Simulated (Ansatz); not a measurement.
# CH6ClNSi: the cost of one run

Computed with the Python package of Ansatz 0.2.0. Level of theory: PBE/def2-SVP.

## (1) The structure

Bond lengths: C1–N2 1.419 Å, N2–Si3 1.686 Å, Si3–Cl4 1.994 Å, C1–H5 1.126 Å, C1–H6 1.138 Å, C1–H7 1.086 Å, N2–H8 0.974 Å, Si3–H9 1.425 Å, Si3–H10 1.525 Å. Angles (14 of 15 angles, heavy atoms first): C1–N2–Si3 123.4°, N2–Si3–Cl4 111.1°, C1–N2–H8 110.8°, Si3–N2–H8 106.8°, N2–C1–H5 109.3°, N2–C1–H6 112.6°, N2–C1–H7 116.6°, N2–Si3–H9 108.3°, N2–Si3–H10 107.9°, Cl4–Si3–H9 110.7°, Cl4–Si3–H10 106.9°, H5–C1–H6 101.4°, H5–C1–H7 107.4°, H6–C1–H7 108.4°.

No structure file is read: the coordinates are typed or built in the script.

## (2) Script

scan_ch6clnsi.py

```python
"""Stretching a bond of CH6ClNSi, the rest held rigid."""

import warnings

import ansatz
import numpy as np

GEOMETRY = """
C    -0.17550    1.32780    0.37300
N    -0.43700   -0.06520    0.43580
Si    0.47070   -1.21760   -0.39530
Cl   -0.21010   -3.05860   -0.04230
H    -0.92170    1.87490    1.01430
H    -0.39440    1.76810   -0.65350
H     0.81530    1.65090    0.68020
H    -1.37270   -0.25040    0.24080
H     0.41000   -0.91660   -1.78730
H     1.89850   -1.16450    0.13730
"""

warnings.simplefilter("ignore", ansatz.DeckWarning)

geometry = ansatz.Crystal.molecule()
for line in GEOMETRY.strip().splitlines():
    symbol, *xyz = line.split()
    geometry = geometry.atom(symbol, [float(v) for v in xyz])

symbols = [site.symbol for site in geometry.cartesian_sites]
start = np.array([site.position_ang for site in geometry.cartesian_sites])
axis = (start[5] - start[0]) / np.linalg.norm(start[5] - start[0])
moving = [5]
lengths, energies = [0.97, 1.05, 1.14, 1.25, 1.42, 1.71, 2.05, 2.5], []
for length in lengths:
    xyz = start.copy()
    xyz[moving] += (length - np.linalg.norm(start[5] - start[0])) * axis
    point = ansatz.Crystal.molecule()
    for symbol, xyz in zip(symbols, xyz):
        point = point.atom(symbol, xyz.tolist())
    setup = (
        point.calculation()
        .basis(gaussian="def2-SVP")
        .functional("PBE")
        .spin("collinear")
    )
    r = setup.run().report
    energies.append(r["free_energy_ev"])
    print(f"r = {length:6.3f} A  E = {energies[-1]:.5f} eV  <S^2> = {abs(r['mean_field']['state']['spin_squared']):.3f}")

print("energy above the lowest point (eV):", [round(e - min(energies), 3) for e in energies])
```

## (3) What the engine is handed

The engine receives this input (first run):

```yaml
crystal:
  periodic: [false, false, false]
  atoms:
    - { symbol: C, position_ang: [-0.1755, 1.3278, 0.373] }
    - { symbol: "N", position_ang: [-0.437, -0.0652, 0.4358] }
    - { symbol: Si, position_ang: [0.4707, -1.2176, -0.3953] }
    - { symbol: Cl, position_ang: [-0.2101, -3.0586, -0.0423] }
    - { symbol: H, position_ang: [-0.9217, 1.8749, 1.0143] }
    - { symbol: H, position_ang: [-0.36205270234692, 1.7030359746155728, -0.5018120098634692] }
    - { symbol: H, position_ang: [0.8153, 1.6509, 0.6802] }
    - { symbol: H, position_ang: [-1.3727, -0.2504, 0.2408] }
    - { symbol: H, position_ang: [0.41, -0.9166, -1.7873] }
    - { symbol: H, position_ang: [1.8985, -1.1645, 0.1373] }
basis:
  gaussian:
    orbitals: def2-SVP
hamiltonian:
  xc: pbe
magnetization:
  spin_polarized: true
```

## (4) The run

The run is started by

```bash
$ python scan_ch6clnsi.py
```

What time and memory should one allow on 1 thread of Intel Xeon Platinum 8488C (Sapphire Rapids), shared host?

About 27 s, with a peak of 0.28 GiB.
